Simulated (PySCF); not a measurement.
# C3H5NOSi: the cost of one run

Computed with PySCF 2.14.0, with density-fitted response routines of our own, on a single molecule in the gas phase. Atoms count from 0, in the outputs and in this text.

## Step 1: Starting geometry

11 atoms, charge 0, multiplicity 1; geometry from: GFN2-xTB. The atoms were then displaced at random by about 0.01 Å, so the start is not that level's minimum.

Bonds of the start (Å): O0–C1 1.20, C1–C2 1.46, C2–N3 1.32, N3–Si4 1.76, Si4–C5 1.92, C5–C2 1.50, C1–H6 1.10, Si4–H7 1.46, Si4–H8 1.46, C5–H9 1.07, C5–H10 1.09.

## Step 2: Geometry optimisation at PBE0-D3(BJ)/def2-SVP

The job: settings as JSON, then the geometry in Å.

```
{"job": {"xc": "PBE0", "basis": "def2-SVP", "d3": "d3bj", "grid": 1, "shake": 0.01, "kind": "geom"}, "charge": 0, "multiplicity": 1}
O     -2.516300    -0.931100    -0.626640
C     -1.993890    -0.364440     0.288190
C     -0.573580    -0.027740     0.321800
N      0.025110     0.559950     1.335940
Si     1.615020     0.561320     0.572690
C      0.475530    -0.275360    -0.724270
H     -2.519570    -0.059420     1.207030
H      2.577550    -0.291500     1.263000
H      2.076300     1.911800     0.278040
H      0.266390     0.230710    -1.647060
H      0.605530    -1.340050    -0.929600
```

Run with:

```bash
> OMP_NUM_THREADS=1 python probes_run.py task.json out
```

This one command runs all jobs of the session in turn.

Q: Estimate the wall time and peak memory of this first job on 1 thread of Arm Neoverse V1, shared host.

About 59 s, with a peak of 0.45 GiB.
